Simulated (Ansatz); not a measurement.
# H4OSiZn: one species, many methods

One table from this session's results is given with a row withheld; the runs are named, their logs left out.

The runs use Ansatz 0.2.0, Gaussian basis; functionals in def2-TZVPP, the program's frozen cores in correlated methods.

Levels to be run: LDA (SPW92), PBE-D4, revPBE-D4, BLYP-D4, r2SCAN-D4, B97M-V, PBE0-D4, B3LYP-D4, r2SCANh-D4, r2SCAN0-D4, HSE06-D4, BHLYP-D4, CAM-B3LYP-D4, LC-ωPBE, ωB97X-V, ωB97M-V, B2PLYP, PBE-QIDH; CCSD(T)/def2-SVP; CCSD(T)/def2-TZVPP; CCSD(T)/def2-QZVPP; extrapolation to the limit; RPA on PBE.

## The relaxed structure

All runs share one geometry, relaxed beforehand with PBE0-D4 in a triple-zeta def2 set.

SMILES `[SiH3][O][ZnH]`, 7 atoms, charge 0, spin multiplicity 1.

Atoms are counted from 1 here; the program's logs count them from 0.

Bond lengths: Si1–O2 1.617 Å, Si1–H4 1.493 Å, Si1–H5 1.489 Å, Si1–H6 1.492 Å, O2–Zn3 1.763 Å, Zn3–H7 1.509 Å. Angles: O2–Si1–H4 111.6°, O2–Si1–H5 109.9°, O2–Si1–H6 111.4°, H4–Si1–H5 108.1°, H4–Si1–H6 107.5°, H5–Si1–H6 108.1°, Si1–O2–Zn3 151.9°, O2–Zn3–H7 178.0°.

The first run:

File in.yaml:

```yaml
crystal:
  periodic: [false, false, false]
  atoms:
    - {symbol: Si, position_ang: [-0.848813, 0.682329, -0.370392]}
    - {symbol: O, position_ang: [0.607882, 0.070772, -0.023957]}
    - {symbol: Zn, position_ang: [1.646985, -1.185152, 0.647436]}
    - {symbol: H, position_ang: [-1.702737, -0.306632, -1.092092]}
    - {symbol: H, position_ang: [-0.702042, 1.885003, -1.235293]}
    - {symbol: H, position_ang: [-1.578969, 1.085905, 0.866666]}
    - {symbol: H, position_ang: [2.577703, -2.232233, 1.207642]}
basis:
  gaussian: {orbitals: def2-TZVPP}
hamiltonian: {xc: lda}
output: {orbitals: {seedname: orbitals}}
```

Run with:

```
$ ansatz run in.yaml --threads 2 --pin off --events-out ev --progress --plain --max-ram 32768MiB --backend cpu
```

Steps of the session up to this table: LDA; PBE-D4 (GGA); revPBE-D4 (GGA); BLYP-D4 (GGA); r2SCAN-D4 (meta-GGA); B97M-V (meta-GGA); B3LYP-D4 (hybrid); r2SCANh-D4 (hybrid); r2SCAN0-D4 (hybrid); HSE06-D4 (hybrid); BHLYP-D4 (hybrid); CAM-B3LYP-D4 (range-separated); LC-ωPBE (range-separated); ωB97X-V (range-separated); ωB97M-V (range-separated); B2PLYP (double hybrid); PBE-QIDH (double hybrid).

One of the session's tables, all rows but one given; the rest of the session is left out.

| functional | HOMO (eV) | gap (eV) |
| --- | --- | --- |
| LDA (SPW92) | -6.92 | 5.34 |
| PBE-D4 | -6.81 | 5.43 |
| revPBE-D4 | -6.76 | 5.47 |
| BLYP-D4 | -6.73 | 5.38 |
| r2SCAN-D4 | -7.13 | 6.12 |
| B97M-V | -7.23 | 5.86 |
| PBE0-D4 | -8.20 | 7.68 |
| B3LYP-D4 | -8.00 | 7.18 |
| r2SCANh-D4 | -7.65 | 6.94 |
| r2SCAN0-D4 | -8.43 | 8.14 |
| HSE06-D4 | ? | ? |
| BHLYP-D4 | -9.56 | 9.68 |
| CAM-B3LYP-D4 | -9.65 | 9.91 |
| LC-ωPBE | -11.00 | 12.37 |
| ωB97X-V | -10.66 | 11.90 |
| ωB97M-V | -10.53 | 11.39 |

**Question.** Estimate the row for HSE06-D4.

**Answer.** HOMO (eV): -7.80; gap (eV): 6.91. In the column «HOMO (eV)» it lies between B3LYP-D4 (-8.00) and r2SCANh-D4 (-7.65).
